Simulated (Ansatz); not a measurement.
# TiSi16: the cost of one run

All numbers below are computed with Ansatz 0.2.0 (DFT PBE+D3(BJ), plane waves, PAW, scalar-relativistic, no spin polarisation).

### 1 Starting point

The cell holds 17 atoms (Si16Ti): a = 7.679 Å, b = 7.679 Å, c = 7.679 Å, α = 60.00°, β = 60.00°, γ = 60.00°.

The coordinates stand in the first input below.

### 2 Preparing the start

Contents of input.yaml:

```yaml
accuracy: low
crystal:
  lattice:
    - [0.0, 5.43, 5.43]
    - [5.43, 0.0, 5.43]
    - [5.43, 5.43, 0.0]
  atoms:
    - { symbol: Si, position: [0.0, 0.0, 0.0] }
    - { symbol: Si, position: [0.125, 0.125, 0.125] }
    - { symbol: Si, position: [0.0, 0.0, 0.5] }
    - { symbol: Si, position: [0.125, 0.125, 0.625] }
    - { symbol: Si, position: [0.0, 0.5, 0.0] }
    - { symbol: Si, position: [0.125, 0.625, 0.125] }
    - { symbol: Si, position: [0.0, 0.5, 0.5] }
    - { symbol: Si, position: [0.125, 0.625, 0.625] }
    - { symbol: Si, position: [0.5, 0.0, 0.0] }
    - { symbol: Si, position: [0.625, 0.125, 0.125] }
    - { symbol: Si, position: [0.5, 0.0, 0.5] }
    - { symbol: Si, position: [0.625, 0.125, 0.625] }
    - { symbol: Si, position: [0.5, 0.5, 0.0] }
    - { symbol: Si, position: [0.625, 0.625, 0.125] }
    - { symbol: Si, position: [0.5, 0.5, 0.5] }
    - { symbol: Si, position: [0.625, 0.625, 0.625] }
    - { symbol: Ti, position: [0.3871623, 0.8852824, 0.8689752] }
basis:
  ecutwfc: 420.0
kpoints:
  mp_grid: { grid: [2, 2, 2] }
hamiltonian:
  xc: pbe
  dispersion: d3bj
  pseudopotentials: { kind: paw, azcp: { folder: soft_1 } }
scf:
  occupations: { method: fermi_dirac, width: 0.05 }
  lower_state_search: "off"
relax:
  f_tol: 0.08
  max_steps: 25
  adjacent_minimum: "off"
```

Started as:

```
ansatz run input.yaml --threads 1 --pin off --max-ram 3072MiB --backend cpu --events-out ev --progress --plain --runs-dir out
```

**Question.** How long does this run take on 1 thread of Arm Neoverse V2, shared host, and how much memory does it need?

About 21 s, with a peak of 0.54 GiB.
